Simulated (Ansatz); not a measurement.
# B₂GeH (quartet): from Hartree-Fock to the top rungs, cc-pVTZ

An exercise on one series of results from a longer session: the logs are not shown, and one member is left open.

Program: Ansatz 0.2.0, Gaussian basis. Level of theory: cc-pVTZ, core rule «outside noble gas», up to 16 orbitals frozen. These are calculated values, not measurements.

Plan: UHF; CCSD(T) on ROHF; CCSD(T) on UHF; BCCD(T) on ROHF; CCSDT(Q) on ROHF; CCSDT(Q) on UHF.

4 further runs of the same task are left out: 1 that didn't finish, 3 set aside as unsound or not needed.

### What is computed

The geometry is a PBE0/def2-TZVP stationary point (not a proven minimum). No spin-orbit coupling is included. The filled d shell of Ge may be among the frozen orbitals whatever the setting's name suggests; the logs give the count.

4 atoms, charge 0, spin multiplicity 4.

Atoms are counted from 1 here; the program's logs count them from 0.

Bond lengths: B1–Ge2 2.121 Å, B1–B3 1.683 Å, Ge2–B3 2.022 Å, B3–H4 1.189 Å. Angles: Ge2–B1–B3 63.0°, B1–Ge2–B3 47.9°, B1–B3–Ge2 69.2°, B1–B3–H4 135.9°, Ge2–B3–H4 150.2°.

Set-up of the first run:

in.yaml

```yaml
crystal:
  periodic: [false, false, false]
  atoms:
    - {symbol: B, position_ang: [0.013443, -1.059555, -1.355486]}
    - {symbol: Ge, position_ang: [0.004178, 0.046165, 0.454861]}
    - {symbol: B, position_ang: [-0.057533, 0.617024, -1.483527]}
    - {symbol: H, position_ang: [0.171821, 1.419494, -2.330052]}
basis:
  gaussian: {orbitals: cc-pVTZ}
magnetization: {spin_polarized: true, initial_magnetization: 3}
hamiltonian: {xc: hf}
output: {orbitals: {seedname: orbitals}}
```

Started as:

```sh
$ ansatz run in.yaml --threads 1 --pin off --events-out ev --progress --plain --max-ram 4096MiB --backend cpu
```

Among the steps run: UHF; CCSD(T) on ROHF; CCSD(T) on UHF; BCCD(T) on ROHF; CCSDT(Q) on ROHF; CCSDT(Q) on UHF.

One table of the session follows, with a row left open; its other results are not shown here.

It belongs to the step «Misses and costs». 

| method | from UCCSDT(Q) (meV) |
| --- | --- |
| ROHF | +7992.7 |
| UHF | +7821.7 |
| RMP2 | +1434.4 |
| UMP2 | +1454.8 |
| RCCSD | +552.0 |
| UCCSD | +544.6 |
| RCCSD(T) | +93.0 |
| UCCSD(T) | +91.0 |
| BCCD(T) | +85.7 |
| RCCSDT | ? |
| UCCSDT | +38.9 |
| RCCSDT(Q) | +6.4 |
| UCCSDT(Q) | 0 |

Q: Estimate the row for RCCSDT from the others.

**Answer.** from UCCSDT(Q) (meV): +43.5. In the column «from UCCSDT(Q) (meV)» it lies between UCCSDT (+38.9) and BCCD(T) (+85.7).

With the free atoms at the same levels and basis (separate runs), the atomisation energy is 9.878 eV at UCCSDT(Q), 9.834 eV at RCCSD(T), 9.824 eV at UCCSD(T), 7.654 eV at ROHF.

To keep in mind: Restricted and unrestricted rows rest on different reference determinants; where their highest levels disagree by more than a few hundredths of an eV, they describe different states and don't form one ladder.
